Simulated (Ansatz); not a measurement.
# EuAl15N16: the cost of one run

Method: DFT, PBE, plane-wave PAW, default files, scalar-relativistic, as far as a step names no other, in Ansatz 0.2.0.

The COD entry's cell or inner coordinates are ideal or old and differ from later refinements, so a difference from it is no clean test against experiment.

## Step 1: Starting point

The structure is triclinic, space group P1 (No. 1). Conventional cell: a = 6.226 Å, b = 6.226 Å, c = 9.962 Å, α = 90.00°, β = 90.00°, γ = 120.00°. Around Eu (site symmetry 1) lie 4 N at 1.83 to 2.01 Å. Around Al (site symmetry 1) lie 4 N at 1.89 Å. Only part of the 32 independent sites is listed.

Structure file:

```
CELL_PARAMETERS angstrom
6.22600 0.00000 0.00000
-3.11300 5.39187 0.00000
0.00000 0.00000 9.96200
ATOMIC_POSITIONS crystal
Eu 0.18422 0.34618 0.00695
Al 0.16667 0.33333 0.50000
Al 0.16667 0.83333 0.00000
Al 0.16667 0.83333 0.50000
Al 0.66667 0.33333 0.00000
Al 0.66667 0.33333 0.50000
Al 0.66667 0.83333 0.00000
Al 0.66667 0.83333 0.50000
Al 0.33333 0.16667 0.25000
Al 0.33333 0.16667 0.75000
Al 0.33333 0.66667 0.25000
Al 0.33333 0.66667 0.75000
Al 0.83333 0.16667 0.25000
Al 0.83333 0.16667 0.75000
Al 0.83333 0.66667 0.25000
Al 0.83333 0.66667 0.75000
N 0.16667 0.33333 0.19000
N 0.16667 0.33333 0.69000
N 0.16667 0.83333 0.19000
N 0.16667 0.83333 0.69000
N 0.66667 0.33333 0.19000
N 0.66667 0.33333 0.69000
N 0.66667 0.83333 0.19000
N 0.66667 0.83333 0.69000
N 0.33333 0.16667 0.44000
N 0.33333 0.16667 0.94000
N 0.33333 0.66667 0.44000
N 0.33333 0.66667 0.94000
N 0.83333 0.16667 0.44000
N 0.83333 0.16667 0.94000
N 0.83333 0.66667 0.44000
N 0.83333 0.66667 0.94000
```

Atom 1 of the input is the impurity.

## Step 2: Relaxation of the positions

File input.yaml:

```yaml
crystal:
  lattice:
    - [6.226, 0.0, 0.0]
    - [-3.113, 5.391874164, 0.0]
    - [0.0, 0.0, 9.962]
  atoms:
    - { symbol: Eu, position: [0.1842191935, 0.3461826748, 0.0069546308], spin: 7.0 }
    - { symbol: Al, position: [0.1666666666, 0.3333333334, 0.5] }
    - { symbol: Al, position: [0.1666666666, 0.8333333334, 0.0] }
    - { symbol: Al, position: [0.1666666666, 0.8333333334, 0.5] }
    - { symbol: Al, position: [0.6666666666, 0.3333333334, 0.0] }
    - { symbol: Al, position: [0.6666666666, 0.3333333334, 0.5] }
    - { symbol: Al, position: [0.6666666666, 0.8333333334, 0.0] }
    - { symbol: Al, position: [0.6666666666, 0.8333333334, 0.5] }
    - { symbol: Al, position: [0.3333333334, 0.1666666666, 0.25] }
    - { symbol: Al, position: [0.3333333334, 0.1666666666, 0.75] }
    - { symbol: Al, position: [0.3333333334, 0.6666666666, 0.25] }
    - { symbol: Al, position: [0.3333333334, 0.6666666666, 0.75] }
    - { symbol: Al, position: [0.8333333334, 0.1666666666, 0.25] }
    - { symbol: Al, position: [0.8333333334, 0.1666666666, 0.75] }
    - { symbol: Al, position: [0.8333333334, 0.6666666666, 0.25] }
    - { symbol: Al, position: [0.8333333334, 0.6666666666, 0.75] }
    - { symbol: "N", position: [0.1666666666, 0.3333333334, 0.19] }
    - { symbol: "N", position: [0.1666666666, 0.3333333334, 0.69] }
    - { symbol: "N", position: [0.1666666666, 0.8333333334, 0.19] }
    - { symbol: "N", position: [0.1666666666, 0.8333333334, 0.69] }
    - { symbol: "N", position: [0.6666666666, 0.3333333334, 0.19] }
    - { symbol: "N", position: [0.6666666666, 0.3333333334, 0.69] }
    - { symbol: "N", position: [0.6666666666, 0.8333333334, 0.19] }
    - { symbol: "N", position: [0.6666666666, 0.8333333334, 0.69] }
    - { symbol: "N", position: [0.3333333334, 0.1666666666, 0.44] }
    - { symbol: "N", position: [0.3333333334, 0.1666666666, 0.94] }
    - { symbol: "N", position: [0.3333333334, 0.6666666666, 0.44] }
    - { symbol: "N", position: [0.3333333334, 0.6666666666, 0.94] }
    - { symbol: "N", position: [0.8333333334, 0.1666666666, 0.44] }
    - { symbol: "N", position: [0.8333333334, 0.1666666666, 0.94] }
    - { symbol: "N", position: [0.8333333334, 0.6666666666, 0.44] }
    - { symbol: "N", position: [0.8333333334, 0.6666666666, 0.94] }
magnetization:
  spin_polarized: true
total_charge: -1
kpoints:
  mp_grid: { grid: [4, 4, 2] }
scf:
  occupations: { method: fermi_dirac, width: 0.01 }
hamiltonian:
  xc: pbe
  pseudopotentials: { kind: paw }
output:
  forces: true
  stress: true
  populations: true
  efg:
    quadrupole_moments_barn: { Eu: 0.903, Al: 0.1466, "N": 0.02044 }
    contact_densities: true
relax:
  f_tol: 0.03
  max_steps: 40
```

Command:

```bash
$ ansatz run input.yaml --threads 4 --pin off --max-ram 8192MiB --backend cpu --events-out ev --progress --plain --runs-dir out
```

Q: Estimate wall time and peak memory on 4 threads of Arm Neoverse V2, shared host.

About 3.6 min, with a peak of 2 GiB.
